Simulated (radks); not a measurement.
**Os²⁺ in [Xe] 4f14 5d6: an all-electron calculation**

The task here is to estimate one member of a computed series from the others.

Method: scalar-relativistic Kohn-Sham, BP86, spin-unpolarised, spherical densities, finite nucleus. Code: radks (a radial shooting solver on a logarithmic mesh, Libxc functionals) version 1.

### The atom as given

```
element            : osmium (Z = 76)
charge             : +2
electrons          : 74
configuration      : [Xe] 4f14 5d6
nuclear rms radius : 5.4126 fm
```

The outer shells:

Os²⁺
```
[Xe] core
4f [↑↓][↑↓][↑↓][↑↓][↑↓][↑↓][↑↓]
5d [↑↓][↑ ][↑ ][↑ ][↑ ]
```

Set-up of the first run:

The run's settings:

```text
Z 76
configuration [Xe] 4f14 5d6 6s0 6p0
relativity scalar-relativistic
functional b88,p86
spin unpolarised
nucleus finite rms 5.4126 fm
c 137.035999084
```

One of the session's tables, all rows but one given; the rest of the session is left out.

It belongs to the step «Shells». Sizes of the orbitals, from the radial functions (bohr):

```
level      <r>  outermost maximum (interpolated)  90 % within  nodes
   1s  0.01774                            0.0110       0.0323      0
   2s  0.07490                            0.0634        0.116      1
   2p  0.06727                            0.0522        0.110      0
   3s   0.1939                             0.179        0.284      2
   3p   0.1945                             0.177        0.291      1
   3d   0.1762                             0.144        0.273      0
   4s   0.4318                             0.405        0.620      3
   4p        ?                                 ?            ?      ?
   4d   0.4890                             0.435        0.731      1
   5s    1.006                             0.913         1.44      4
   4f   0.5565                             0.406        0.909      0
   5p    1.168                              1.03         1.70      3
   5d    1.696                              1.35         2.62      2
   6s    2.606                              2.32         3.75      5
   6p    3.280                              2.88         4.76      4
```

Estimate the missing values for 4p.

The run gave: <r>: 0.4594; outermost maximum (interpolated): 0.425; 90 % within: 0.667; nodes: 2. In the column «<r>» it lies between 4s (0.4318) and 4d (0.4890).

To keep in mind: Spin polarisation and multiplet splitting are left out.
